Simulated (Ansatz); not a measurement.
# SiGeO (triplet): the correlation ladder at a displaced geometry (v1), cc-pVDZ

One table from this session's results is given with a row withheld; the runs are named, their logs left out.

Method: cc-pVDZ, core rule «outside noble gas», up to 20 orbitals frozen; program: Ansatz 0.2.0, Gaussian basis.

Plan: UHF; CCSD(T) on ROHF; CCSD(T) on UHF; BCCD(T) on ROHF; CISD; CCSDT(Q) on ROHF; CCSDT(Q) on UHF.

26 further runs of the same task are left out: 4 for a known fault of the program, 11 that didn't finish, 11 set aside as unsound or not needed.

**What is computed**

The geometry is a PBE0/def2-TZVP stationary point (not a proven minimum) with its atoms shifted at random (size 0.040 Å). No spin-orbit coupling is included. The filled d shell of Ge may be among the frozen orbitals whatever the setting's name suggests; the logs give the count.

3 atoms, charge 0, spin multiplicity 3.

Atoms are counted from 1 here; the program's logs count them from 0.

Bond lengths: Ge1–Si2 2.346 Å, Si2–O3 1.558 Å. Angles: Ge1–Si2–O3 176.9°.

The first run:

File in.yaml:

```yaml
crystal:
  periodic: [false, false, false]
  atoms:
    - {symbol: Ge, position_ang: [-0.015433, -0.009008, 2.082840]}
    - {symbol: Si, position_ang: [-0.016266, -0.025151, -0.263213]}
    - {symbol: O, position_ang: [0.031698, 0.034159, -1.819627]}
basis:
  gaussian: {orbitals: cc-pVDZ}
magnetization: {spin_polarized: true, initial_magnetization: 2}
hamiltonian: {xc: hf}
output: {orbitals: {seedname: orbitals}}
```

Run with:

```
> ansatz run in.yaml --threads 1 --pin off --events-out ev --progress --plain --max-ram 2393MiB
```

Steps of the session up to this table: UHF; CCSD(T) on ROHF; CCSD(T) on UHF; BCCD(T) on ROHF; CISD; CCSDT(Q) on ROHF; CCSDT(Q) on UHF.

One of the session's tables, all rows but one given; the rest of the session is left out.

```
   method  from RCCSDT(Q) (kJ/mol)
     ROHF                   +980.1
      UHF                   +968.7
     RMP2                    +88.2
     UMP2                    +91.4
     CISD                   +155.3
    RCCSD                    +53.4
    UCCSD                    +52.6
 RCCSD(T)                     +8.0
 UCCSD(T)                     +7.8
  BCCD(T)                        ?
   RCCSDT                     +4.0
   UCCSDT                     +3.6
RCCSDT(Q)                        0
UCCSDT(Q)                     -3.0
```

**Question.** Estimate the row for BCCD(T).

The run gave: from RCCSDT(Q) (kJ/mol): +7.1. In the column «from RCCSDT(Q) (kJ/mol)» it lies between RCCSDT (+4.0) and UCCSD(T) (+7.8).

Limits of these values: Restricted and unrestricted rows rest on different reference determinants; where their highest levels disagree by more than a few hundredths of an eV, they describe different states and don't form one ladder.
